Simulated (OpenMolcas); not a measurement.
**Re⁴⁺ among point charges: CASSCF and CASPT2 levels and susceptibility**

Aim: the splitting of the states of Re⁴⁺ in the field of 6 point charges, its lowest levels with spin-orbit coupling and its magnetic susceptibility.

Method: state-averaged CASSCF and CASPT2, spin-orbit coupling by RASSI with atomic mean-field integrals. Code: OpenMolcas 26.06.

## Step 1: The atom as given

```
Species                           : Re⁴⁺ (rhenium, Z = 75, 71 electrons)
Basis                             : ANO-RCC-VDZP [7s6p4d2f1g], 68 functions
Scalar Hamiltonian                : DKH2, point nucleus
Inactive shells                   : 1s 2s 2p 3s 3p 3d 4s 4p 4d 4f 5s 5p
Active space                      : 3 electrons in 5 orbitals (5d)
Some configurations of this space : 5d3
Orbitals                          : optimised for each spin and parity, averaged over all roots
```

Outer shells as boxes (Hund's rule):

5d3
```
5d [↑ ][↑ ][↑ ][  ][  ]
```

The ion sits among 6 point charges of -1.7 e arranged as a trigonal prism (D3h), 2.02 Å from the ion, with a polar angle of 59.4° against the regular 49.1°.

Each step is its own input file, run in one work folder so that later steps find the files of earlier ones. Labels, J, g values, rates, χT and fits are worked out afterwards by a script from the matrices that RASSI stores.

## Step 2: One- and two-electron integrals

a.inp reads:

```
&GATEWAY
Coord
1

Re 0.0 0.0 0.0
Basis=ANO-RCC-VDZP
Group=NoSym
NoMove
AngMom=0.0 0.0 0.0
AMFI
XField
6 Angstrom 0
1.738896 0.000000 1.027930 -1.700000
-0.869448 1.505928 1.027930 -1.700000
-0.869448 -1.505928 1.027930 -1.700000
1.738896 0.000000 -1.027930 -1.700000
-0.869448 1.505928 -1.027930 -1.700000
-0.869448 -1.505928 -1.027930 -1.700000
&SEWARD
```

On the command line:

```
> OMP_NUM_THREADS=1 MOLCAS_MEM=1689 MOLCAS_PROJECT=a pymolcas a.inp > a.log
```

## Step 3: Reference wave functions, quartets, 10 roots

a.inp reads:

```
&RASSCF
FileOrb=start.orb
Symmetry=1
Spin=4
nActEl=3 0 0
Inactive=34
Ras2=5
CIRoot=10 10 1
SDav=10
CIMx=300
Iter=120 100
PrWF=0.3
OrbListing=Nothing
MaxOrb=0
>>> COPY $Project.JobIph JOB001
```

start.orb holds the contracted functions of the basis, ordered by shell, or the orbitals of the step before.

## Step 4: Reference wave functions, doublets, 40 roots

a.inp reads:

```
&RASSCF
FileOrb=start.orb
Symmetry=1
Spin=2
nActEl=3 0 0
Inactive=34
Ras2=5
CIRoot=40 40 1
SDav=40
CIMx=300
Iter=120 100
PrWF=0.3
OrbListing=Nothing
MaxOrb=0
>>> COPY $Project.JobIph JOB002
```

## Step 5: RASSI: spin-orbit coupling between the states

a.inp reads:

```
&RASSI
NrOfJobIphs=2 10 40
1 2 3 4 5 6 7 8 9 10
1 2 3 4 5 6 7 8 9 10 11 12 13 14 15 16 17 18 19 20 21 22 23 24 25 26 27
28 29 30 31 32 33 34 35 36 37 38 39 40
IphNames
JOB001
JOB002
EJob
SpinOrbit
DIPRint=1.0
SOCoupling=1000.0
Subsets=2
Property=9
'ANGMOM' 1 'ANGMOM' 2 'ANGMOM' 3 'MLTPL  1' 1 'MLTPL  1' 2 'MLTPL  1' 3
'AMFI' 1 'AMFI' 2 'AMFI' 3
SOProperty=3
'ANGMOM' 1 'ANGMOM' 2 'ANGMOM' 3
```

## Step 6: CASPT2: IPEA 0.25, imaginary shift 0.1 (closed shells correlated: 4f 5s 5p)

a.inp reads:

```
>>> COPY JOB001 $Project.JobIph
&CASPT2
Multistate=10 1 2 3 4 5 6 7 8 9 10
NoMult
Frozen=23
IPEA=0.25
Imaginary=0.1
MaxIter=60
WThr=0.0 0.3 0.05
PrWF=0.5
NoMix
>>> COPY JOB002 $Project.JobIph
&CASPT2
Multistate=40 1 2 3 4 5 6 7 8 9 10 11 12 13 14 15 16 17 18 19 20 21 22
23 24 25 26 27 28 29 30 31 32 33 34 35 36 37 38 39 40
NoMult
Frozen=23
IPEA=0.25
Imaginary=0.1
MaxIter=60
WThr=0.0 0.3 0.05
PrWF=0.5
NoMix
```

(Steps that only read results are left out.)

Before running it: what results should come out? Wanted: spin-free ground state; first state of the same spin within the active space; lowest level; next level.

**Answer**, as computed:

| quantity | value |
| --- | --- |
| method | SS-CASPT2, IPEA 0.25, imaginary shift 0.1 (closed shells correlated: 4f 5s 5p) |
| spin-free ground state | 4A1, 1-fold in its orbital part |
| first state of the same spin within the active space | 4A2 at 57 cm⁻¹ |
| lowest level | 2-fold E3/2, g = 0.00, 0.00, 0.85 |
| next level | 1856.5 cm⁻¹ |
| χT at 300 K | 0.07 cm³ K/mol |
| effective moment at 300 K | 0.73 μB |

Cost by method:

```
                                                 method  time of its own steps  time with the reference
                                              A. CASSCF                   25 s                     25 s
B. SS-CASPT2, IPEA 0.25, imaginary shift 0.1, +4f 5s 5p                   30 s                     55 s
```

Times are of one thread on a shared host.

The spin-free ground state (4A1) comes to 100 % from free-ion F terms and keeps the highest spin of the shell. χT at 300 K is 0.07, against 1.88 cm³ K/mol for the spin alone, so spin-orbit coupling lowers it. CASPT2 does not keep the components of a term degenerate, and the means are used. The field of point charges can differ much from that of real complexes. Point charges carry no covalency, so the field is a model and not that of real ligands.
